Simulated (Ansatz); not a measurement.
# Potassium, A15 under LDA: relaxation and energy

Aim: take potassium in the A15 structure, relax it, then solve it on a dense k-mesh. Spin polarisation is left out. The k-meshes are 3×3×3 for the relaxation; 4×4×4 for the dense run.

Computed with Ansatz 0.2.0 (DFT LDA (PW92), plane waves (420 eV) with PAW, scalar-relativistic; PBE-made PAW files, unless a step says otherwise).

### Step 1. Starting point

The structure is cubic, space group Pm-3n (No. 223). Conventional cell: a = 8.294 Å, b = 8.294 Å, c = 8.294 Å, α = 90.00°, β = 90.00°, γ = 90.00°. K (site symmetry -4m2) has 2 K at 4.15 Å as nearest neighbours.

Coordinates:

```
CELL_PARAMETERS angstrom
8.29417 0.00000 0.00000
0.00000 8.29417 0.00000
0.00000 0.00000 8.29417
ATOMIC_POSITIONS crystal
K 0.00000 0.00000 0.00000
K 0.50000 0.50000 0.50000
K 0.25000 0.00000 0.50000
K 0.75000 0.00000 0.50000
K 0.50000 0.25000 0.00000
K 0.50000 0.75000 0.00000
K 0.00000 0.50000 0.25000
K 0.00000 0.50000 0.75000
```

### Step 2. Relaxing cell and atoms

File input.yaml:

```yaml
crystal:
  lattice:
    - [8.2941704965, 0.0, 0.0]
    - [0.0, 8.2941704965, 0.0]
    - [0.0, 0.0, 8.2941704965]
  atoms:
    - { symbol: K, position: [0.0, 0.0, 0.0] }
    - { symbol: K, position: [0.5, 0.5, 0.5] }
    - { symbol: K, position: [0.25, 0.0, 0.5] }
    - { symbol: K, position: [0.75, 0.0, 0.5] }
    - { symbol: K, position: [0.5, 0.25, 0.0] }
    - { symbol: K, position: [0.5, 0.75, 0.0] }
    - { symbol: K, position: [0.0, 0.5, 0.25] }
    - { symbol: K, position: [0.0, 0.5, 0.75] }
hamiltonian:
  xc: lda
  pseudopotentials:
    kind: paw
    azcp:
      K: "pseudopotentials/K.paw.azcp"
basis:
  ecutwfc: 420
  fft_grid_basis: typed
kpoints:
  mp_grid: { grid: [3, 3, 3], shift: [0, 0, 0] }
magnetization:
  spin_polarized: false
scf:
  occupations: { method: fermi_dirac, width: 0.1 }
relax:
  max_steps: 60
  f_tol: 0.01
  cell: {}
```

After this run come: The energy on a finer k-mesh.

Before running it: what results should come out? Wanted: space group; conventional cell; volume; shortest distance; gap on the mesh; relative to bcc.

The runs gave:

| quantity | value |
| --- | --- |
| space group (spins left aside) | Pm-3n (No. 223) |
| conventional cell | a = 8.047 Å |
| volume | 65.143 Å³/atom |
| shortest distance | 4.024 Å |
| gap on the mesh | none (levels filled in part) |
| relative to bcc | +8 meV/atom |

In words: The relaxation shrank the cell by 8.7 % in volume. Against the reference form of potassium (bcc, computed apart with the same settings) it stands 8 meV/atom higher. No gap shows: it is a metal or semimetal at this level. Relaxation kept the symmetry; phonons were not checked.
